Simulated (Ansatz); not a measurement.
# CH3FSSi: rigid scan of one bond length from a Python script

How does the energy of CH3FSSi change as one bond is stretched? A script is to give a rigid scan of one bond length; the system is CH3FSSi.

All numbers are computed with the Python package of Ansatz 0.2.0. Level of theory: MP2/def2-SVP.

### Step 1. The system

Bond lengths: F1–Si2 1.638 Å, Si2–C3 1.795 Å, Si2–S4 2.249 Å, C3–S4 1.762 Å, Si2–H5 1.472 Å, C3–H6 1.098 Å, C3–H7 1.048 Å. Angles: F1–Si2–C3 116.1°, F1–Si2–S4 104.1°, F1–Si2–H5 116.2°, C3–Si2–S4 50.1°, C3–Si2–H5 126.5°, S4–Si2–H5 106.0°, Si2–C3–S4 78.4°, Si2–C3–H6 117.1°, Si2–C3–H7 119.4°, S4–C3–H6 111.6°, S4–C3–H7 115.5°, H6–C3–H7 111.0°, Si2–S4–C3 51.5°.

The script holds or builds the structure itself.

### Step 2. The script

scan.py reads:

```python
"""Stretching a bond of CH3FSSi, the rest held rigid."""

import warnings

import ansatz as az
import numpy as np

warnings.simplefilter("ignore", az.DeckWarning)

geometry_ang = [
    ("F", (0.5899, -1.7085, -1.1842)),
    ("Si", (-0.3601, -0.8277, -0.1815)),
    ("C", (0.0486, 0.9142, -0.0337)),
    ("S", (1.0961, 0.1994, 1.1899)),
    ("H", (-1.2691, -1.5911, 0.6884)),
    ("H", (0.6295, 1.3621, -0.8503)),
    ("H", (-0.6737, 1.5836, 0.3257)),
]
mol = az.Crystal.molecule()
for symbol, xyz in geometry_ang:
    mol = mol.atom(symbol, xyz)

symbols = [site.symbol for site in mol.cartesian_sites]
start = np.array([site.position_ang for site in mol.cartesian_sites])
axis = (start[5] - start[2]) / np.linalg.norm(start[5] - start[2])
moving = [5]
lengths, energies = [0.966, 1.01, 1.054, 1.098, 1.142, 1.185, 1.229, 1.295], []
for length in lengths:
    xyz = start.copy()
    xyz[moving] += (length - np.linalg.norm(start[5] - start[2])) * axis
    point = az.Crystal.molecule()
    for symbol, place in zip(symbols, xyz):
        point = point.atom(symbol, place.tolist())
    job = point.calculation().basis(gaussian="def2-SVP").correlation("mp2", electrons="valence")
    rep = job.run(threads=1, backend="cpu").report
    energies.append(rep["free_energy_ev"])
    print(f"r = {length:6.3f} A  E = {energies[-1]:.5f} eV  <S^2> = {abs(rep['mean_field']['state']['spin_squared']):.3f}")

# quartic fit about the minimum
fit = np.polynomial.Polynomial.fit(lengths, np.array(energies) - min(energies), 4).convert()
roots = [r.real for r in fit.deriv().roots() if abs(r.imag) < 1e-9 and fit.deriv(2)(r.real) > 0]
r_e = min(roots, key=lambda r: abs(r - lengths[int(np.argmin(energies))]))
print(f"minimum of the fit at {r_e:.4f} A, force constant {fit.deriv(2)(r_e):.2f} eV/A^2")
```

### Step 3. The input behind the calls

The engine receives this input (first run):

```yaml
crystal:
  periodic: [false, false, false]
  atoms:
    - { symbol: F, position_ang: [0.5899, -1.7085, -1.1842] }
    - { symbol: Si, position_ang: [-0.3601, -0.8277, -0.1815] }
    - { symbol: C, position_ang: [0.0486, 0.9142, -0.0337] }
    - { symbol: S, position_ang: [1.0961, 0.1994, 1.1899] }
    - { symbol: H, position_ang: [-1.2691, -1.5911, 0.6884] }
    - { symbol: H, position_ang: [0.5598154156481462, 1.3083700545167924, -0.7523409165403274] }
    - { symbol: H, position_ang: [-0.6737, 1.5836, 0.3257] }
basis:
  gaussian:
    orbitals: def2-SVP
correlation:
  method: mp2
  electrons: valence
```

### Step 4. Launch

Run with:

```
$ python scan.py
```

Without the output at hand: what should come out? Wanted: range of energy; lowest point, distance.

**Answer**, as computed:

```
                        quantity     value
bond length at the fit's minimum  1.0993 Å
                   runs compared         8
                 range of energy  0.455 eV
      lowest point, distance (Å)      1.10
```

The lowest point, at 1.10, lies inside the range. The ends stand 0.398 and 0.455 eV above it. The distance scanned is the script's pair 2, 5. Reading the output:
- The rest of the molecule is held rigid at a force-field or estimated start geometry, and the basis set is modest; single-reference methods fail as a bond breaks.
- The orbitals are restricted, so S² is zero by construction.
